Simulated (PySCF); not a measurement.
# I, I⁺: ionisation energy in aug-cc-pVQZ-DK3

Wanted: the ionisation energy of iodine, up a ladder of methods.

Method: unrestricted determinants in a Gaussian basis, no spin-orbit coupling in the energies. Code: PySCF 2.14.0.

## 1. What is computed

```
Element                                   : iodine (Z = 53)
Basis                                     : aug-cc-pVQZ-DK3
Hamiltonian                               : the spin-free X2C one-electron Hamiltonian (Gaussian nucleus)
State 1                                   : I: [Kr] 4d10 5s2 5p5, 2P determinant
State 2                                   : I⁺: [Kr] 4d10 5s2 5p4, high-spin 3P determinant
Methods                                   : UHF, LDA, PBE, PBE0, r2SCAN, wB97X, MN15, M06-2X, MP2
Core shells frozen in the correlated runs : valence: [Kr] 4d10 (for I)
```

The outer shells:

I [Kr] 4d10 5s2 5p5
```
[Kr] core
4d [↑↓][↑↓][↑↓][↑↓][↑↓]
5s [↑↓]
5p [↑↓][↑↓][↑ ]
```

I+ [Kr] 4d10 5s2 5p4
```
[Kr] core
4d [↑↓][↑↓][↑↓][↑↓][↑↓]
5s [↑↓]
5p [↑↓][↑ ][↑ ]
```

The runs were made by one driver on top of PySCF. The scripts below sum up each run's settings (the driver also hands on starting orbitals that pick excited configurations, and frozen orbitals as a list rather than a count), and the logs come from the driver's own runs. The driver starts from symmetry-adapted Hartree-Fock orbitals, holds the occupation by maximum overlap and uses a logarithmic radial grid for functionals, so a plain start would take other cycles.

The integrals over 102 functions and the set-up took 14 s of CPU time.

## 2. I, method by method

#### UHF

input.py

```python
from pyscf import gto, scf, dft, mp, cc
import basis_set_exchange as bse
mol = gto.M(atom="I 0 0 0", charge=0, spin=1, symmetry="D2h",
            basis=gto.basis.parse(bse.get_basis("aug-cc-pVQZ-DK3", elements=["I"], fmt="nwchem")),
            nucmod="G")
mf = scf.UHF(mol).sfx2c1e()
mf.irrep_nelec = {'Ag': (9, 9), 'B1g': (2, 2), 'B2g': (2, 2), 'B3g': (2, 2), 'B1u': (4, 4), 'B2u': (4, 4), 'B3u': (4, 3)}
mf.kernel()
```

Log:

```text
damping factor = 0
level_shift factor = 0
DIIS = <class 'pyscf.scf.diis.CDIIS'>
diis_start_cycle = 1
diis_space = 10
diis_damp = 0
SCF conv_tol = 1e-09
SCF conv_tol_grad = None
number electrons alpha = 27  beta = 26
cycle= 1 E= -7112.38105183788  delta_E= -0.00519  |g|= 0.0265  |ddm|=  0.1
cycle= 2 E= -7112.38173525194  delta_E= -0.000683  |g|= 0.0107  |ddm|= 0.033
cycle= 3 E= -7112.38187530867  delta_E= -0.00014  |g|= 0.000971  |ddm|= 0.0246
cycle= 4 E= -7112.38187665514  delta_E= -1.35e-06  |g|= 0.000354  |ddm|= 0.00334
cycle= 5 E= -7112.38187676165  delta_E= -1.07e-07  |g|= 0.000112  |ddm|= 0.00137
cycle= 6 E= -7112.38187678661  delta_E= -2.5e-08  |g|= 2.79e-05  |ddm|= 0.000715
cycle= 7 E= -7112.38187678815  delta_E= -1.54e-09  |g|= 3.99e-06  |ddm|= 0.000205
cycle= 8 E= -7112.38187678818  delta_E= -3e-11  |g|= 7.07e-07  |ddm|= 2.45e-05
converged SCF energy = -7112.38187678818  <S^2> = 0.76114154  2S+1 = 2.0111107
```

It used 4.6 s of CPU time after the integrals (shared host).

The occupied shells:

```csv
shell,electrons,mean orbital energy (eV),spread (eV),rms radius (bohr)
1s α,1,-33327.0,0,0.0311
1s β,1,-33327.0,0,0.0311
2s α,1,-5248.9,0,0.127
2s β,1,-5248.9,0,0.127
2p α,3,-4707.9,0.091,0.113
2p β,3,-4707.8,0.033,0.113
3s α,1,-1102.2,0,0.334
3s β,1,-1102.1,0,0.334
3p α,3,-922.08,0.256,0.335
3p β,3,-921.98,0.017,0.335
3d α,5,-651.08,0.215,0.313
3d β,5,-651.04,0.141,0.313
4s α,1,-211.16,0,0.787
4s β,1,-210.97,0,0.787
4p α,3,-152.04,0.588,0.845
4p β,3,-151.82,0.020,0.845
4d α,5,-62.725,0.643,0.994
4d β,5,-62.571,0.351,0.994
5s α,1,-25.106,0,2.15
5s β,1,-22.673,0,2.15
5p α,3,-11.428,1.638,2.66
5p β,2,-10.416,0,2.66
```

⟨S²⟩ = 0.761, ⟨L²⟩ = 2.05.

Spin-orbit constants on these orbitals (cm⁻¹; bare nucleus, screened nucleus, mean field): 5p 5033, 4843, n/a. To first order in LS coupling the lowest level has J = 3/2 and lies 0.300 eV below the centre of the term.

#### LDA

input.py, as changed from the run before:

```diff
@@ -5,3 +5,3 @@
             nucmod="G")
-mf = scf.UHF(mol).sfx2c1e()
+mf = dft.UKS(mol, xc="LDA,VWN").sfx2c1e()
 mf.irrep_nelec = {'Ag': (9, 9), 'B1g': (2, 2), 'B2g': (2, 2), 'B3g': (2, 2), 'B1u': (4, 4), 'B2u': (4, 4), 'B3u': (4, 3)}
```

Log:

```text
damping factor = 0
level_shift factor = 0
DIIS = <class 'pyscf.scf.diis.CDIIS'>
diis_start_cycle = 1
diis_space = 10
diis_damp = 0
SCF conv_tol = 1e-09
SCF conv_tol_grad = None
number electrons alpha = 27  beta = 26
XC functionals = LDA,VWN
    P. A. M. Dirac.,  Math. Proc. Cambridge Philos. Soc. 26, 376 (1930)
    F. Bloch.,  Z. Phys. 57, 545 (1929)
    S. H. Vosko, L. Wilk, and M. Nusair.,  Can. J. Phys. 58, 1200 (1980)
cycle= 1 E= -7108.77353451521  delta_E= -0.0166  |g|= 0.0473  |ddm|= 2.25
cycle= 2 E= -7108.77402681933  delta_E= -0.000492  |g|= 0.0167  |ddm|= 0.301
cycle= 3 E= -7108.77418189575  delta_E= -0.000155  |g|= 0.0117  |ddm|= 0.164
cycle= 4 E= -7108.77422047383  delta_E= -3.86e-05  |g|= 0.000527  |ddm|= 0.0576
cycle= 5 E= -7108.7742206634  delta_E= -1.9e-07  |g|= 5.38e-05  |ddm|= 0.00289
cycle= 6 E= -7108.77422066523  delta_E= -1.83e-09  |g|= 5.02e-06  |ddm|= 0.000209
cycle= 7 E= -7108.77422066523  delta_E= -5.46e-12  |g|= 5.48e-08  |ddm|= 2.43e-05
converged SCF energy = -7108.77422066523  <S^2> = 0.75138962  2S+1 = 2.0013891
```

CPU time 1.1 s on a shared host, the integrals not counted.

#### PBE

input.py, as changed from the run before:

```diff
@@ -5,3 +5,3 @@
             nucmod="G")
-mf = dft.UKS(mol, xc="LDA,VWN").sfx2c1e()
+mf = dft.UKS(mol, xc="PBE").sfx2c1e()
 mf.irrep_nelec = {'Ag': (9, 9), 'B1g': (2, 2), 'B2g': (2, 2), 'B3g': (2, 2), 'B1u': (4, 4), 'B2u': (4, 4), 'B3u': (4, 3)}
```

Log:

```text
damping factor = 0
level_shift factor = 0
DIIS = <class 'pyscf.scf.diis.CDIIS'>
diis_start_cycle = 1
diis_space = 10
diis_damp = 0
SCF conv_tol = 1e-09
SCF conv_tol_grad = None
number electrons alpha = 27  beta = 26
XC functionals = PBE
    J. P. Perdew, K. Burke, and M. Ernzerhof.,  Phys. Rev. Lett. 77, 3865 (1996)
    J. P. Perdew, K. Burke, and M. Ernzerhof.,  Phys. Rev. Lett. 78, 1396 (1997)
    J. P. Perdew, K. Burke, and M. Ernzerhof.,  Phys. Rev. Lett. 77, 3865 (1996)
    J. P. Perdew, K. Burke, and M. Ernzerhof.,  Phys. Rev. Lett. 78, 1396 (1997)
cycle= 1 E= -7114.89076146247  delta_E= -0.012  |g|= 0.0321  |ddm|= 1.32
cycle= 2 E= -7114.89102209451  delta_E= -0.000261  |g|= 0.0175  |ddm|= 0.204
cycle= 3 E= -7114.89114742163  delta_E= -0.000125  |g|= 0.00933  |ddm|= 0.129
cycle= 4 E= -7114.89116550453  delta_E= -1.81e-05  |g|= 0.000455  |ddm|= 0.0365
cycle= 5 E= -7114.89116567665  delta_E= -1.72e-07  |g|= 8e-05  |ddm|= 0.00307
cycle= 6 E= -7114.89116568164  delta_E= -4.99e-09  |g|= 1.21e-05  |ddm|= 0.000433
cycle= 7 E= -7114.89116568172  delta_E= -7.91e-11  |g|= 1.49e-07  |ddm|= 4.69e-05
converged SCF energy = -7114.89116568172  <S^2> = 0.75294736  2S+1 = 2.0029452
```

It used 2 s of CPU time after the integrals (shared host).

#### PBE0

input.py, as changed from the run before:

```diff
@@ -5,3 +5,3 @@
             nucmod="G")
-mf = dft.UKS(mol, xc="PBE").sfx2c1e()
+mf = dft.UKS(mol, xc="PBE0").sfx2c1e()
 mf.irrep_nelec = {'Ag': (9, 9), 'B1g': (2, 2), 'B2g': (2, 2), 'B3g': (2, 2), 'B1u': (4, 4), 'B2u': (4, 4), 'B3u': (4, 3)}
```

Log:

```text
damping factor = 0
level_shift factor = 0
DIIS = <class 'pyscf.scf.diis.CDIIS'>
diis_start_cycle = 1
diis_space = 10
diis_damp = 0
SCF conv_tol = 1e-09
SCF conv_tol_grad = None
number electrons alpha = 27  beta = 26
XC functionals = PBE0
    C. Adamo and V. Barone.,  J. Chem. Phys. 110, 6158 (1999)
    M. Ernzerhof and G. E. Scuseria.,  J. Chem. Phys. 110, 5029 (1999)
cycle= 1 E= -7114.97028549026  delta_E= -0.00827  |g|= 0.023  |ddm|= 0.952
cycle= 2 E= -7114.97049281586  delta_E= -0.000207  |g|= 0.0149  |ddm|= 0.149
cycle= 3 E= -7114.97055348962  delta_E= -6.07e-05  |g|= 0.00358  |ddm|= 0.0773
cycle= 4 E= -7114.9705563692  delta_E= -2.88e-06  |g|= 0.000457  |ddm|= 0.0115
cycle= 5 E= -7114.97055657379  delta_E= -2.05e-07  |g|= 5.73e-05  |ddm|= 0.00238
cycle= 6 E= -7114.97055657624  delta_E= -2.44e-09  |g|= 6.09e-06  |ddm|= 0.000284
cycle= 7 E= -7114.97055657627  delta_E= -3e-11  |g|= 7.15e-07  |ddm|= 3.48e-05
converged SCF energy = -7114.97055657627  <S^2> = 0.75407821  2S+1 = 2.0040741
```

It used 2.9 s of CPU time after the integrals (shared host).

#### r2SCAN

input.py, as changed from the run before:

```diff
@@ -5,3 +5,3 @@
             nucmod="G")
-mf = dft.UKS(mol, xc="PBE0").sfx2c1e()
+mf = dft.UKS(mol, xc="R2SCAN").sfx2c1e()
 mf.irrep_nelec = {'Ag': (9, 9), 'B1g': (2, 2), 'B2g': (2, 2), 'B3g': (2, 2), 'B1u': (4, 4), 'B2u': (4, 4), 'B3u': (4, 3)}
```

Log:

```text
damping factor = 0
level_shift factor = 0
DIIS = <class 'pyscf.scf.diis.CDIIS'>
diis_start_cycle = 1
diis_space = 10
diis_damp = 0
SCF conv_tol = 1e-09
SCF conv_tol_grad = None
number electrons alpha = 27  beta = 26
XC functionals = R2SCAN
    J. W. Furness, A. D. Kaplan, J. Ning, J. P. Perdew, and J. Sun.,  J. Phys. Chem. Lett. 11, 8208-8215 (2020)
    J. W. Furness, A. D. Kaplan, J. Ning, J. P. Perdew, and J. Sun.,  J. Phys. Chem. Lett. 11, 9248-9248 (2020)
    J. W. Furness, A. D. Kaplan, J. Ning, J. P. Perdew, and J. Sun.,  J. Phys. Chem. Lett. 11, 8208-8215 (2020)
    J. W. Furness, A. D. Kaplan, J. Ning, J. P. Perdew, and J. Sun.,  J. Phys. Chem. Lett. 11, 9248-9248 (2020)
cycle= 1 E= -7115.31526325739  delta_E= -0.0097  |g|= 0.0261  |ddm|= 1.04
cycle= 2 E= -7115.31549368472  delta_E= -0.00023  |g|= 0.00903  |ddm|= 0.11
cycle= 3 E= -7115.31552464542  delta_E= -3.1e-05  |g|= 0.00629  |ddm|= 0.0742
cycle= 4 E= -7115.31553340931  delta_E= -8.76e-06  |g|= 0.000458  |ddm|= 0.0248
cycle= 5 E= -7115.31553363677  delta_E= -2.27e-07  |g|= 7.9e-05  |ddm|= 0.00221
cycle= 6 E= -7115.31553364236  delta_E= -5.59e-09  |g|= 1.13e-05  |ddm|= 0.000473
cycle= 7 E= -7115.31553364249  delta_E= -1.24e-10  |g|= 1.92e-06  |ddm|= 6.11e-05
converged SCF energy = -7115.31553364249  <S^2> = 0.75568136  2S+1 = 2.0056733
```

It used 3.7 s of CPU time after the integrals (shared host).

#### wB97X

input.py, as changed from the run before:

```diff
@@ -5,3 +5,3 @@
             nucmod="G")
-mf = dft.UKS(mol, xc="R2SCAN").sfx2c1e()
+mf = dft.UKS(mol, xc="WB97X").sfx2c1e()
 mf.irrep_nelec = {'Ag': (9, 9), 'B1g': (2, 2), 'B2g': (2, 2), 'B3g': (2, 2), 'B1u': (4, 4), 'B2u': (4, 4), 'B3u': (4, 3)}
```

Log:

```text
damping factor = 0
level_shift factor = 0
DIIS = <class 'pyscf.scf.diis.CDIIS'>
diis_start_cycle = 1
diis_space = 10
diis_damp = 0
SCF conv_tol = 1e-09
SCF conv_tol_grad = None
number electrons alpha = 27  beta = 26
XC functionals = WB97X
    J.-D. Chai and M. Head-Gordon.,  J. Chem. Phys. 128, 084106 (2008)
cycle= 1 E= -7115.5877417676  delta_E= -0.00834  |g|= 0.0199  |ddm|= 1.46
cycle= 2 E= -7115.58792071438  delta_E= -0.000179  |g|= 0.00806  |ddm|= 0.0746
cycle= 3 E= -7115.58793980939  delta_E= -1.91e-05  |g|= 0.00364  |ddm|= 0.0575
cycle= 4 E= -7115.58794365815  delta_E= -3.85e-06  |g|= 0.000509  |ddm|= 0.0129
cycle= 5 E= -7115.58794396837  delta_E= -3.1e-07  |g|= 5.99e-05  |ddm|= 0.00379
cycle= 6 E= -7115.58794397403  delta_E= -5.66e-09  |g|= 9.42e-06  |ddm|= 0.000545
cycle= 7 E= -7115.58794397419  delta_E= -1.55e-10  |g|= 1.74e-06  |ddm|= 6.95e-05
converged SCF energy = -7115.58794397419  <S^2> = 0.75270576  2S+1 = 2.0027039
```

It used 18 s of CPU time after the integrals (shared host).

#### MN15

input.py, as changed from the run before:

```diff
@@ -5,3 +5,3 @@
             nucmod="G")
-mf = dft.UKS(mol, xc="WB97X").sfx2c1e()
+mf = dft.UKS(mol, xc="MN15").sfx2c1e()
 mf.irrep_nelec = {'Ag': (9, 9), 'B1g': (2, 2), 'B2g': (2, 2), 'B3g': (2, 2), 'B1u': (4, 4), 'B2u': (4, 4), 'B3u': (4, 3)}
```

Log:

```text
damping factor = 0
level_shift factor = 0
DIIS = <class 'pyscf.scf.diis.CDIIS'>
diis_start_cycle = 1
diis_space = 10
diis_damp = 0
SCF conv_tol = 1e-09
SCF conv_tol_grad = None
number electrons alpha = 27  beta = 26
XC functionals = MN15
    H. S. Yu, X. He, S. L. Li, and D. G. Truhlar.,  Chem. Sci. 7, 5032-5051 (2016)
    H. S. Yu, X. He, S. L. Li, and D. G. Truhlar.,  Chem. Sci. 7, 5032-5051 (2016)
cycle= 1 E= -7120.30981133245  delta_E= -0.0362  |g|= 0.0519  |ddm|= 3.57
cycle= 2 E= -7120.31035250748  delta_E= -0.000541  |g|= 0.00907  |ddm|= 0.183
cycle= 3 E= -7120.31039083884  delta_E= -3.83e-05  |g|= 0.00278  |ddm|= 0.0515
cycle= 4 E= -7120.31039397977  delta_E= -3.14e-06  |g|= 0.00159  |ddm|= 0.0197
cycle= 5 E= -7120.31039471686  delta_E= -7.37e-07  |g|= 0.000144  |ddm|= 0.00623
cycle= 6 E= -7120.31039474158  delta_E= -2.47e-08  |g|= 1.84e-05  |ddm|= 0.00143
cycle= 7 E= -7120.31039474213  delta_E= -5.56e-10  |g|= 3.23e-06  |ddm|= 0.000399
converged SCF energy = -7120.31039474213  <S^2> = 0.75418971  2S+1 = 2.0041853
```

It used 5.9 s of CPU time after the integrals (shared host).

#### M06-2X

input.py, as changed from the run before:

```diff
@@ -5,3 +5,3 @@
             nucmod="G")
-mf = dft.UKS(mol, xc="MN15").sfx2c1e()
+mf = dft.UKS(mol, xc="M062X").sfx2c1e()
 mf.irrep_nelec = {'Ag': (9, 9), 'B1g': (2, 2), 'B2g': (2, 2), 'B3g': (2, 2), 'B1u': (4, 4), 'B2u': (4, 4), 'B3u': (4, 3)}
```

Log:

```text
damping factor = 0
level_shift factor = 0
DIIS = <class 'pyscf.scf.diis.CDIIS'>
diis_start_cycle = 1
diis_space = 10
diis_damp = 0
SCF conv_tol = 1e-09
SCF conv_tol_grad = None
number electrons alpha = 27  beta = 26
XC functionals = M062X
    Y. Zhao and D. G. Truhlar.,  Theor. Chem. Acc. 120, 215 (2008)
    Y. Zhao and D. G. Truhlar.,  Theor. Chem. Acc. 120, 215 (2008)
cycle= 1 E= -7115.94063501633  delta_E= -0.00782  |g|= 0.0258  |ddm|= 1.14
cycle= 2 E= -7115.94085772598  delta_E= -0.000223  |g|= 0.0149  |ddm|= 0.163
cycle= 3 E= -7115.94090332453  delta_E= -4.56e-05  |g|= 0.00283  |ddm|= 0.0792
cycle= 4 E= -7115.9409065244  delta_E= -3.2e-06  |g|= 0.000431  |ddm|= 0.0136
cycle= 5 E= -7115.94090662307  delta_E= -9.87e-08  |g|= 4.28e-05  |ddm|= 0.00317
cycle= 6 E= -7115.94090662403  delta_E= -9.59e-10  |g|= 3.15e-06  |ddm|= 0.000274
converged SCF energy = -7115.94090662403  <S^2> = 0.75519689  2S+1 = 2.0051902
```

CPU time 4.5 s on a shared host, the integrals not counted.

#### MP2 (valence)

input.py, as changed from the run before:

```diff
@@ -5,4 +5,5 @@
             nucmod="G")
-mf = dft.UKS(mol, xc="M062X").sfx2c1e()
+mf = scf.UHF(mol).sfx2c1e()
 mf.irrep_nelec = {'Ag': (9, 9), 'B1g': (2, 2), 'B2g': (2, 2), 'B3g': (2, 2), 'B1u': (4, 4), 'B2u': (4, 4), 'B3u': (4, 3)}
 mf.kernel()
+mp.UMP2(mf, frozen=23).kernel()
```

The driver printed no log here.

It used 1 s of CPU time after the integrals (shared host).

With 7 electrons correlated, the MP2 correlation energy is -0.12936 hartree (-0.02703 same spin, -0.10234 opposite spin); the SCS form gives -0.13181. Largest pairs of shells: 5p-5p -0.0783, 5s-5p -0.0437, 5s-5s -0.0074.

Radial density 4πr²ρ of I at UHF, without picture-change correction:

```csv
r (bohr),density,spin density
0.000407,0.733,0.000
0.000684,1.68,0.000
0.00115,3.78,0.000
0.00194,8.23,0.000
0.00326,17.0,0.000
0.00548,32.2,0.000
0.00921,52.9,0.000
0.0155,68.4,0.002
0.0261,64.7,0.007
0.0438,61.7,0.018
0.0737,86.9,0.016
0.124,71.8,-0.006
0.209,71.2,0.034
0.351,48.4,0.001
0.590,26.0,0.090
0.993,17.8,-0.011
1.67,5.07,0.463
2.81,2.19,0.349
4.72,0.195,0.025
7.95,0.00179,0.000
```

[end of part 1 of 2]
